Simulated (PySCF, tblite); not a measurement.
# C₅H₁₁BF₂Si₂: geometry, infrared bands and NMR shifts

What infrared bands and NMR shifts should C₅H₁₁BF₂Si₂ (`FB(F)C[SiH2][SiH]1CC=CC1`) show?

Computed with tblite 0.8.0 and PySCF 2.14.0, with density-fitted response routines of our own, on a single molecule in the gas phase. Atoms are numbered from 0 throughout.

## (1) The starting structure

21 atoms, charge 0, multiplicity 1; geometry from: force field or distance geometry start.

Bonds of the start (Å): F0–B1 1.44, B1–F2 1.44, B1–C3 1.59, C3–Si4 1.88, Si4–Si5 2.24, Si5–C6 1.85, C6–C7 1.49, C7–C8 1.34, C8–C9 1.49, C9–Si5 1.85, C3–H10 1.11, C3–H11 1.12, Si4–H12 1.47, Si4–H13 1.46, Si5–H14 1.46, C6–H15 1.11, C6–H16 1.12, C7–H17 1.09, C8–H18 1.09, C9–H19 1.12, C9–H20 1.11.

## (2) Geometry optimisation with GFN2-xTB

Job settings and geometry (Å):

```
{"job": {"kind": "relax", "xc": "GFN2-xTB", "basis": "xTB"}, "charge": 0, "multiplicity": 1}
F      2.752500     1.974500    -0.986400
B      2.753500     0.545400    -1.151600
F      2.725900    -0.040700    -2.461800
C      2.821600    -0.393800     0.126800
Si     1.308000    -0.154800     1.213200
Si    -0.526700    -0.858000     0.130700
C     -2.036800    -0.597800     1.161400
C     -2.831100     0.400000     0.392300
C     -2.331400     0.838500    -0.769400
C     -1.011800     0.316900    -1.208500
H      3.727800    -0.159500     0.721800
H      2.865800    -1.465800    -0.183100
H      1.157400     1.270800     1.558600
H      1.467000    -0.936700     2.437700
H     -0.417700    -2.231900    -0.350100
H     -2.603700    -1.549900     1.281200
H     -1.770300    -0.186300     2.164100
H     -3.798900     0.739700     0.752800
H     -2.879300     1.567500    -1.365800
H     -0.272000     1.150500    -1.289400
H     -1.108800    -0.211600    -2.175000
```

Run with:

```sh
$ OMP_NUM_THREADS=1 python probes_run.py task.json out
```

The driver reads the jobs from task.json and runs them one after another.

**Question.** This job is followed by: GFN2-xTB harmonic vibrations, gas phase; GIAO PBE0/pcSseg-1 NMR shielding, non-relativistic, gas phase. Predict these results of the whole session: strongest single infrared mode (GFN2-xTB); zero-point energy (GFN2-xTB); ¹³C shifts against TMS (PBE0/pcSseg-1, means over atoms taken as alike); ¹H shifts against TMS (PBE0/pcSseg-1, means over atoms taken as alike); ¹⁹F shifts against CFCl3 (PBE0/pcSseg-1, means over atoms taken as alike); ¹¹B shifts against BF3·OEt2 (PBE0/pcSseg-1); ²⁹Si shifts against TMS (PBE0/pcSseg-1).

The runs gave:

| quantity | value |
| --- | --- |
| strongest single infrared mode (GFN2-xTB) | 2171 cm⁻¹, 439 km/mol |
| zero-point energy (GFN2-xTB) | 92.4 kcal/mol |
| ¹³C shifts against TMS (PBE0/pcSseg-1, means over atoms taken as alike) | 138.7, 19.8, -4.2 ppm |
| ¹H shifts against TMS (PBE0/pcSseg-1, means over atoms taken as alike) | 6.09, 4.57, 4.18, 2.02, 1.76, 0.46 ppm |
| ¹⁹F shifts against CFCl3 (PBE0/pcSseg-1, means over atoms taken as alike) | -72.4 ppm |
| ¹¹B shifts against BF3·OEt2 (PBE0/pcSseg-1) | 29.4 ppm |
| ²⁹Si shifts against TMS (PBE0/pcSseg-1) | -37.0, -73.2 ppm |

In words: Over 86 steps the energy fell by 0.919 eV; of the close pairs, F0–B1 changed most, 1.439 to 1.324 Å. All 57 modes are real, so the xTB geometry is a minimum. The strongest single mode, at 2171 cm⁻¹, moves mainly H13. Unscaled tight-binding wavenumbers are off by several per cent, some by more. Its intensities can rank the bands wrongly. The most deshielded carbon is C7, C8 (mean) (alkene CH), at 138.7 ppm: the olefinic region. H17, H18 (mean) (hydrogen on an alkene CH) lies farthest downfield among hydrogen, at 6.09 ppm; a vinylic proton, deshielded by the sp2 carbon and the C=C anisotropy. At PBE0/pcSseg-1: The widest tensor belongs to F0, F2: span 287 ppm, with a paramagnetic part of -226 ppm.
